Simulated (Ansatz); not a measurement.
**C3H9AgClP: up Jacob's ladder to CCSD(T)**

The task here is to estimate one member of a computed series from the others.

Computed with Ansatz 0.2.0, Gaussian basis. Level: functionals in def2-TZVPP, the program's frozen cores in correlated methods.

The runs, in order: LDA (SPW92), PBE-D4, revPBE-D4, BLYP-D4, r2SCAN-D4, B97M-V, PBE0-D4, B3LYP-D4, r2SCANh-D4, r2SCAN0-D4, HSE06-D4, BHLYP-D4, CAM-B3LYP-D4, LC-ωPBE, ωB97X-V, ωB97M-V, B2PLYP, PBE-QIDH; CCSD(T)/def2-SVP; CCSD(T)/def2-TZVPP; MP2/def2-QZVPP; extrapolation to the limit; RPA on PBE.

## The geometry

All runs share one geometry, relaxed beforehand with PBE0-D4 in a triple-zeta def2 set. Ag takes the def2 core potential; no spin-orbit term is included.

SMILES `C[P+](C)(C)[Ag-][Cl]`, 15 atoms, charge 0, spin multiplicity 1.

Atoms are counted from 1 here; the program's logs count them from 0.

Bond lengths: C1–P2 1.818 Å, C1–H7 1.093 Å, C1–H8 1.091 Å, C1–H9 1.091 Å, P2–C3 1.818 Å, P2–C4 1.818 Å, P2–Ag5 2.320 Å, C3–H10 1.091 Å, C3–H11 1.093 Å, C3–H12 1.091 Å, C4–H13 1.091 Å, C4–H14 1.093 Å, C4–H15 1.091 Å, Ag5–Cl6 2.288 Å. Angles: P2–C1–H7 111.2°, P2–C1–H8 109.5°, P2–C1–H9 109.5°, H7–C1–H8 109.3°, H7–C1–H9 109.3°, H8–C1–H9 108.0°, C1–P2–C3 103.3°, C1–P2–C4 103.3°, C1–P2–Ag5 115.1°, C3–P2–C4 103.3°, C3–P2–Ag5 115.2°, C4–P2–Ag5 115.1°, P2–C3–H10 109.5°, P2–C3–H11 111.2°, P2–C3–H12 109.5°, H10–C3–H11 109.3°, H10–C3–H12 108.0°, H11–C3–H12 109.3° and more.

The first run:

in.yaml

```yaml
crystal:
  periodic: [false, false, false]
  atoms:
    - {symbol: C, position_ang: [-0.657475, -0.644607, 1.462863]}
    - {symbol: P, position_ang: [-0.036329, 0.241829, 0.001802]}
    - {symbol: C, position_ang: [1.706155, -0.270080, -0.087302]}
    - {symbol: C, position_ang: [-0.804540, -0.649072, -1.384704]}
    - {symbol: Ag, position_ang: [-0.393311, 2.534356, 0.015435]}
    - {symbol: Cl, position_ang: [-0.749736, 4.794650, 0.027641]}
    - {symbol: H, position_ang: [-0.456848, -1.716246, 1.388876]}
    - {symbol: H, position_ang: [-1.732656, -0.484458, 1.555720]}
    - {symbol: H, position_ang: [-0.178161, -0.248937, 2.359511]}
    - {symbol: H, position_ang: [2.158047, 0.133207, -0.994719]}
    - {symbol: H, position_ang: [1.797516, -1.359015, -0.091385]}
    - {symbol: H, position_ang: [2.248357, 0.134185, 0.768770]}
    - {symbol: H, position_ang: [-0.419357, -0.257081, -2.327183]}
    - {symbol: H, position_ang: [-0.598221, -1.720678, -1.327880]}
    - {symbol: H, position_ang: [-1.883451, -0.488063, -1.367455]}
basis:
  gaussian: {orbitals: def2-TZVPP}
hamiltonian: {xc: lda}
output: {orbitals: {seedname: orbitals}}
```

Steps of the session up to this table: LDA; PBE-D4 (GGA); revPBE-D4 (GGA); BLYP-D4 (GGA); r2SCAN-D4 (meta-GGA); B97M-V (meta-GGA); PBE0-D4 (hybrid); B3LYP-D4 (hybrid); r2SCANh-D4 (hybrid); r2SCAN0-D4 (hybrid); HSE06-D4 (hybrid); BHLYP-D4 (hybrid); CAM-B3LYP-D4 (range-separated); LC-ωPBE (range-separated); ωB97X-V (range-separated); ωB97M-V (range-separated); B2PLYP (double hybrid); PBE-QIDH (double hybrid).

One of the session's tables, all rows but one given; the rest of the session is left out.

It belongs to the step «Orbital energies across the functionals». 

| functional | HOMO (eV) | gap (eV) |
| --- | --- | --- |
| LDA (SPW92) | -5.68 | 4.42 |
| PBE-D4 | -5.49 | 4.45 |
| revPBE-D4 | -5.42 | 4.48 |
| BLYP-D4 | -5.34 | 4.40 |
| r2SCAN-D4 | -5.75 | 4.97 |
| B97M-V | -5.80 | 4.82 |
| PBE0-D4 | ? | ? |
| B3LYP-D4 | -6.49 | 5.95 |
| r2SCANh-D4 | -6.21 | 5.69 |
| r2SCAN0-D4 | -6.91 | 6.78 |
| HSE06-D4 | -6.32 | 5.66 |
| BHLYP-D4 | -7.85 | 8.23 |
| CAM-B3LYP-D4 | -8.07 | 8.59 |
| LC-ωPBE | -9.44 | 11.04 |
| ωB97X-V | -9.10 | 10.53 |
| ωB97M-V | -8.99 | 10.10 |

Q: Estimate the row for PBE0-D4 from the others.

The run gave: HOMO (eV): -6.73; gap (eV): 6.42. In the column «HOMO (eV)» it lies between r2SCAN0-D4 (-6.91) and B3LYP-D4 (-6.49).
